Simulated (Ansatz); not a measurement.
Here is an Ansatz input file for CH3CuS, SMILES C[S][Cu]. Write the same calculation for the Python package.

```yaml
crystal:
  periodic: [false, false, false]
  atoms:
    - { symbol: C, position_ang: [-0.4136, 0.3875, -0.3675] }
    - { symbol: S, position_ang: [0.3062, -1.0898, 0.2407] }
    - { symbol: Cu, position_ang: [1.932, -1.6075, 1.6208] }
    - { symbol: H, position_ang: [-1.207, 0.1818, -1.0841] }
    - { symbol: H, position_ang: [0.2995, 1.0362, -0.9266] }
    - { symbol: H, position_ang: [-0.875, 1.0278, 0.4705] }
basis:
  gaussian:
    orbitals: def2-SVP
correlation:
  active_space:
    window:
      electrons: 2
      orbitals: 2
```

`cas.py`
```python
# -*- coding: utf-8 -*-
'''Active-space calculation on CH3CuS.'''

import logging
import sys

import ansatz as az

logging.basicConfig(stream=sys.stdout, format='%(levelname)s:%(name)s:%(message)s')
logger = logging.getLogger('ch3cus')
logger.setLevel(logging.INFO)

BASIS_SET = 'def2-SVP'

geometry_ang = [
    ('C', (-0.4136, 0.3875, -0.3675)),
    ('S', (0.3062, -1.0898, 0.2407)),
    ('Cu', (1.932, -1.6075, 1.6208)),
    ('H', (-1.207, 0.1818, -1.0841)),
    ('H', (0.2995, 1.0362, -0.9266)),
    ('H', (-0.875, 1.0278, 0.4705)),
]
system = az.Crystal.molecule()
for symbol, xyz in geometry_ang:
    system = system.atom(symbol, xyz)

calc = system.calculation()
calc = calc.basis(gaussian=BASIS_SET)
calc = calc.correlation(active_electrons=2, active_orbitals=2)
for method in [None]:
    summary = (calc if method is None else calc.correlation(method)).run().report
    space = summary['configurations']
    state = space['states'][0]
    print(method or 'casscf', f'total {summary["free_energy_ev"] / 27.211386246:.6f} Ha, active-space state {state["energy"]["hartree"]:.6f} Ha, mean field {summary["reference_energy_ev"] / 27.211386246:.6f} Ha')
    print('  determinants', state['n_determinants'], ' natural occupations', [round(n, 3) for n in space['natural_occupations']])
print('effectively unpaired electrons, sum of min(n, 2 - n):', round(sum(min(n, 2 - n) for n in space['natural_occupations']), 3))
```

`python cas.py` gives:
```text
casscf total -2075.696480 Ha, active-space state -2075.696480 Ha, mean field -2075.682147 Ha
  determinants 4  natural occupations [1.98, 0.02]
effectively unpaired electrons, sum of min(n, 2 - n): 0.039
```

Reading the output:
- Total energies depend on the basis set; only differences at equal settings carry meaning.
- The geometry is a force-field or estimated start, not a minimum of this method, and the basis set is short of its limit. The active space starts as a window about the frontier orbitals and is then optimised, not chosen by chemistry.
- It ran for 9.5 s on 1 thread of Arm Neoverse N1, on a shared host, peak memory 0.24 GiB.

(Lines on the test bed's own set-up are left out of the output.)
